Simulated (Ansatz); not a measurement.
**Mn2InN2 under changes of volume**

One of the cells (13.268 Å³/atom); the others are scaled copies at fixed shape and fractional positions:

```xyz
5
Lattice="2.7770 -1.6127 0.0000 2.7770 1.6127 0.0000 -0.0228 0.0000 7.4064" Properties=species:S:1:pos:R:3 pbc="T T T"
In   -0.0114    0.0000    3.7032
Mn    3.6811    0.0000    6.5597
Mn    1.8501    0.0000    0.8467
N     3.7064    0.0000    1.1250
N     1.8248    0.0000    6.2814
```

The cell comes from a database or a generator and needn't be the stable form of this composition.

* Program: Ansatz 0.2.0
* Functional: PBE
* Potentials or basis: Ansatz PAW
* Cutoff: 420 eV (not typed: the program's choice for these potentials)
* k mesh: 10 × 10 × 4
* Occupations: fermi-dirac, width 0.05 eV
* Spin: collinear spin, ferromagnetic start
* Starting moments: [0.0, 4.0, 4.0, 0.0, 0.0] μB

| volume (Å³/atom) | energy over the lowest point (meV/atom) | pressure (GPa) | moment (μB per cell) | largest force (eV/Å) |
| --- | --- | --- | --- | --- |
| 12.472 | 22.46 | 10.0 | 2.54 | 0.494 |
| 12.737 | 9.20 | 6.1 | 2.66 | 0.286 |
| 13.003 | 1.89 | 2.7 | 2.77 | 0.096 |
| 13.268 | 0.00 | -0.4 | 2.87 | 0.120 |
| 13.533 | ? | ? | ? | ? |
| 13.799 | 10.42 | -5.7 | 3.02 | 0.396 |
| 14.064 | 21.88 | -8.0 | 3.08 | 0.529 |

What does the run at 13.533 Å³/atom give?

Energy over the lowest point 3.00 meV/atom; pressure -3.2 GPa; moment 2.95 μB per cell; largest force 0.263 eV/Å.

Worked out: A Birch-Murnaghan fit of order 3 (a polynomial in V^(-2/3)) to the other rows has its minimum at 13.23 Å³/atom with B0 = V·E''(V) = 149 GPa and B' = 3.9 at fixed shape and positions, which overstates the stiffness. It gives 2.98 meV/atom at 13.533 Å³/atom, against the run's 3.00, and -dE/dV = -3.2 GPa, against -3.2. A parabola through the other rows of the moment, of slope 0.291 μB per Å³/atom there, gives 2.95 μB, against the run's 2.95.

Energies are extrapolated to zero smearing.

Caveats: only a ferromagnetic start was run, and an antiferromagnetic order may lie lower in energy.
